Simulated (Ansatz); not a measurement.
# FH₃NPZn: one species, many methods

How much do the methods differ for FH₃NPZn? The plan is to run it at one geometry with functionals of several rungs and with coupled cluster. The yardstick is the atomisation energy at the CCSD(T) limit.

Computed with Ansatz 0.2.0, Gaussian basis. Level: functionals in def2-TZVPP, the program's frozen cores in correlated methods.

The runs, in order: LDA (SPW92), PBE-D4, revPBE-D4, BLYP-D4, r2SCAN-D4, B97M-V, PBE0-D4, B3LYP-D4, r2SCANh-D4, r2SCAN0-D4, HSE06-D4, BHLYP-D4, CAM-B3LYP-D4, LC-ωPBE, ωB97X-V, ωB97M-V, B2PLYP, PBE-QIDH; CCSD(T)/def2-SVP; CCSD(T)/def2-TZVPP; MP2/def2-QZVPP; extrapolation to the limit; RPA on PBE.

**1. The geometry**

All runs share one geometry, relaxed beforehand with PBE0-D4 in a triple-zeta def2 set.

7 atoms, charge 0, spin multiplicity 1.

Atoms are counted from 1 here; the program's logs count them from 0.

Bond lengths: N1–P2 1.714 Å, N1–H5 1.007 Å, N1–H6 1.007 Å, P2–Zn3 2.280 Å, P2–H7 1.421 Å, Zn3–F4 1.764 Å. Angles: P2–N1–H5 113.5°, P2–N1–H6 121.3°, H5–N1–H6 111.4°, N1–P2–Zn3 106.7°, N1–P2–H7 99.4°, Zn3–P2–H7 94.2°, P2–Zn3–F4 176.9°.

Geometry (Å):

```mol
FH3NPZn
  3D, bonds by distance, orders not assigned

  7  6  0  0  0  0  0  0  0  0999 V2000
   -0.4320    1.3638   -0.2938 N   0  0
    0.4413    0.4625    0.8729 P   0  0
    0.1829   -1.7366    0.3293 Zn  0  0
   -0.1020   -3.4358   -0.0476 F   0  0
   -1.2859    1.7621    0.0626 H   0  0
   -0.5480    1.0273   -1.2355 H   0  0
    1.7437    0.5567    0.3121 H   0  0
  1  2  8  0
  2  3  8  0
  3  4  8  0
  1  5  8  0
  1  6  8  0
  2  7  8  0
M  END
```

**2. LDA**

This LDA is Slater exchange with PW92 correlation.

in.yaml reads:

```yaml
crystal:
  periodic: [false, false, false]
  atoms:
    - {symbol: N, position_ang: [-0.431991, 1.363751, -0.293802]}
    - {symbol: P, position_ang: [0.441327, 0.462493, 0.872908]}
    - {symbol: Zn, position_ang: [0.182854, -1.736574, 0.329316]}
    - {symbol: F, position_ang: [-0.101977, -3.435776, -0.047572]}
    - {symbol: H, position_ang: [-1.285907, 1.762120, 0.062635]}
    - {symbol: H, position_ang: [-0.547979, 1.027342, -1.235538]}
    - {symbol: H, position_ang: [1.743684, 0.556654, 0.312053]}
basis:
  gaussian: {orbitals: def2-TZVPP}
hamiltonian: {xc: lda}
output: {orbitals: {seedname: orbitals}}
```

Run with:

```sh
$ ansatz run in.yaml --threads 2 --pin off --events-out ev --progress --plain --max-ram 4352MiB
```

Further steps of the session: PBE-D4 (GGA); revPBE-D4 (GGA); BLYP-D4 (GGA); r2SCAN-D4 (meta-GGA); B97M-V (meta-GGA); B3LYP-D4 (hybrid); r2SCANh-D4 (hybrid); r2SCAN0-D4 (hybrid); HSE06-D4 (hybrid); BHLYP-D4 (hybrid); CAM-B3LYP-D4 (range-separated); LC-ωPBE (range-separated); ωB97X-V (range-separated); ωB97M-V (range-separated); B2PLYP (double hybrid); PBE-QIDH (double hybrid); CCSD(T) in def2-SVP; CCSD(T) in def2-TZVPP; MP2 in def2-QZVPP; RPA on PBE orbitals.

**Question.** What will the summary of the whole plan be? Wanted: atomisation energy, CCSD(T)/CBS; farthest beyond LDA; mean size of error, GGA; mean size of error, meta-GGA; mean size of error, hybrid; mean size of error, range-separated; mean size of error, double hybrid; gap, smallest and largest; T1 diagnostic.

**Answer**, as computed:

| quantity | value |
| --- | --- |
| atomisation energy, CCSD(T)/CBS | 465.7 kcal/mol |
| functionals within 2.3 kcal/mol (0.5 %) | revPBE-D4, r2SCAN-D4, B97M-V, B3LYP-D4, HSE06-D4 |
| farthest beyond LDA | BHLYP-D4 (-21.5 kcal/mol) |
| mean size of error, GGA | 6.5 kcal/mol |
| mean size of error, meta-GGA | 0.9 kcal/mol |
| mean size of error, hybrid | 7.2 kcal/mol |
| mean size of error, range-separated | 5.0 kcal/mol |
| mean size of error, double hybrid | 8.3 kcal/mol |
| gap, smallest and largest | 3.88 eV (BLYP-D4), 10.28 eV (LC-ωPBE) |
| T1 diagnostic | 0.0162 |
| triples share of the correlation energy | 3.3 % |

What this shows: The LDA atomisation energy is off by 86.5 kcal/mol (19 %): it overbinds. PBE-D4 is off by +13.5 kcal/mol. Double hybrids carry the basis error of their MP2 part in triple zeta, and no dispersion term here, so their miss is partly the set-up's. By mean error the best rung here is meta-GGA (0.9 kcal/mol) and the worst beyond LDA is double hybrid (8.3 kcal/mol). The reference freezes the cores and leaves out relativity and excitations past (T), so misses under about 2.3 kcal/mol can't be ranked. Hartree-Fock recovers 63 % of the binding; the rest is correlation. CCSD(T) in def2-SVP is off by -56.6 kcal/mol, worse than the median functional, from the basis alone. Orbital gaps span 3.9 to 10.3 eV; exact exchange widens them. For Zn the d shell is correlated and the shells below it are frozen.
